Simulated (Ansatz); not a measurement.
# SnO2 (R-3m): charge-density difference against the sublattices

The task is a charge-density difference against the sublattices, for SnO2 (R-3m).

All numbers are computed with the Python package of Ansatz 0.2.0. Level of theory: DFT LDA, plane waves, PAW.

**1. The structure**

Symmetry: R-3m, No. 166, trigonal system. Conventional cell: a = 3.234 Å, b = 3.234 Å, c = 14.402 Å, α = 90.00°, β = 90.00°, γ = 120.00°. Sn (site symmetry -3m) has 6 O at 2.13 Å as nearest neighbours. O (site symmetry 3m) is surrounded by 3 Sn at 2.13 Å.

The script holds or builds the structure itself.

**2. The code**

Contents of drho.py:

```python
'''Density of SnO2 less that of its sublattices.'''

import ansatz as az
import numpy as np

vectors0 = np.array([
    [1.617093, 0.933629, 4.800593],
    [-1.617093, 0.933629, 4.800593],
    [0.0, -1.867258, 4.800593],
])
sites = [
    ('Sn', (0.5, 0.5, 0.5)),
    ('O', (0.23717, 0.23717, 0.23717)),
    ('O', (0.76283, 0.76283, 0.76283)),
]


def build(cell):
    crystal = az.Crystal(lattice=az.Lattice.of(cell))
    for symbol, position in sites:
        crystal = crystal.atom(symbol, position)
    return crystal

# same cell, cutoff and mesh for the crystal and its parts
def solve(crystal):
    return (
        crystal.calculation()
        .functional('LDA')
        .occupations(az.OccupationsMethod.FERMI_DIRAC, width=0.1)
        .basis(460, grid_basis='typed')
        .kpoints(6, 6, 6)
        .density()
        .run(threads=1)
    )


whole = solve(build(vectors0))
difference = whole.density().channels[0].density_e_per_ang3.copy()
binding = whole.report['free_energy_ev']
for element in ['Sn', 'O']:
    part = az.Crystal(lattice=az.Lattice.of(vectors0))
    for symbol, position in sites:
        if symbol == element:
            part = part.atom(symbol, position)
    alone = solve(part)
    difference -= alone.density().channels[0].density_e_per_ang3
    binding -= alone.report['free_energy_ev']
    print(f'{element} sublattice: {alone.report["n_electrons"]:g} electrons, {alone.report["n_iterations"]} iterations')

voxel = abs(np.linalg.det(vectors0)) / difference.size
print(f'energy of the crystal less its unpolarised sublattices: {binding / len(sites):.4f} eV/atom')
print(f'net charge of the difference {difference.sum() * voxel:.5f} e, charge moved {0.5 * np.abs(difference).sum() * voxel:.3f} e')
print(f'extremes {difference.min():.4f} and {difference.max():.4f} e/A^3')
for (symbol, position) in sites:
    index = tuple(int(round(p * n)) % n for p, n in zip(position, difference.shape))
    print(f'  change of the pseudo-density at the grid point nearest {symbol}: {difference[index]:+.4f} e/A^3')
profile = difference.mean(axis=(0, 1))
print('planar mean along the third vector:', np.round(profile[:: max(len(profile) // 12, 1)], 4))
```

**3. The calls as engine input**

The package turns the script's settings into the engine's input (first run):

```yaml
crystal:
  lattice:
    - [1.617093, 0.933629, 4.800593]
    - [-1.617093, 0.933629, 4.800593]
    - [0.0, -1.867258, 4.800593]
  atoms:
    - { symbol: Sn, position: [0.5, 0.5, 0.5] }
    - { symbol: O, position: [0.23717, 0.23717, 0.23717] }
    - { symbol: O, position: [0.76283, 0.76283, 0.76283] }
basis:
  ecutwfc: 460.0
  fft_grid_basis: typed
kpoints:
  mp_grid:
    grid: [6, 6, 6]
hamiltonian:
  xc: lda
scf:
  occupations:
    method: fermi_dirac
    width: 0.1
output:
  write_density: true
```

**4. Launch**

On the command line:

```
$ python drho.py
```

Log:

```text
Sn sublattice: 14 electrons, 6 iterations
O sublattice: 12 electrons, 7 iterations
energy of the crystal less its unpolarised sublattices: -4.6219 eV/atom
net charge of the difference 0.00000 e, charge moved 0.984 e
extremes -0.1166 and 0.6812 e/A^3
  change of the pseudo-density at the grid point nearest Sn: +0.4288 e/A^3
  change of the pseudo-density at the grid point nearest O: +0.2010 e/A^3
  change of the pseudo-density at the grid point nearest O: +0.2010 e/A^3
planar mean along the third vector: [ 0.0053  0.0022 -0.0024 -0.0003 -0.001  -0.0021  0.0007  0.0014 -0.0013
 -0.0019  0.0002 -0.0024  0.0003  0.0049]
```

Wall time 4.9 s (1 thread of Intel Xeon Platinum 8259CL at 2.50GHz (Skylake/Cascade Lake), shared host); peak memory 0.4 GiB.

**5. Inputs of later runs**

The engine's inputs for the other runs:

Run 2, against run 1:

```diff
@@ -8,2 +7,0 @@
-    - { symbol: O, position: [0.23717, 0.23717, 0.23717] }
-    - { symbol: O, position: [0.76283, 0.76283, 0.76283] }
```

Run 3, against run 1:

```diff
@@ -7 +6,0 @@
-    - { symbol: Sn, position: [0.5, 0.5, 0.5] }
```

**6. What the script built**

Run 3 starts from these 2 atoms:

```xyz
2
Lattice="1.617 0.934 4.801 -1.617 0.934 4.801 0.000 -1.867 4.801" Properties=species:S:1:pos:R:3 pbc="T T T"
O     0.000    0.000    3.416
O     0.000    0.000   10.986
```

**7. What each run gave**

One row for each of the 3 runs:

| run | system | energy (eV/atom) | volume (Å³/atom) | SCF cycles | CPU time (s) |
| --- | --- | --- | --- | --- | --- |
| 1 | SnO2 (3 atoms) | -2329.8315 | 14.50 | 6 | 1.4 |
| 2 | Sn (1 atom) | -5878.9680 | 43.49 | 6 | 1.1 |
| 3 | O (2 atoms) | -548.3305 | 21.74 | 7 | 1.1 |

Energies are free energies F = E - TS of the smeared occupations. Totals carry meaning only in balanced differences at one level of theory.

**8. Outcome**

| quantity | value |
| --- | --- |
| charge moved | 0.984 e |
| crystal less its sublattices | -4.6219 eV/atom |
| runs compared | 3 |

What this shows: All 3 runs converged (6 to 7 cycles). Notes:
- Grid values close to the nuclei reflect the PAW or pseudopotential construction, not the all-electron fields.
- This cell is a computed structure, which may not be the phase found in nature.
- Charge moved counts every rearrangement, bonding and polarisation too, and is no transfer between atoms; the bare sublattices are artificial references.
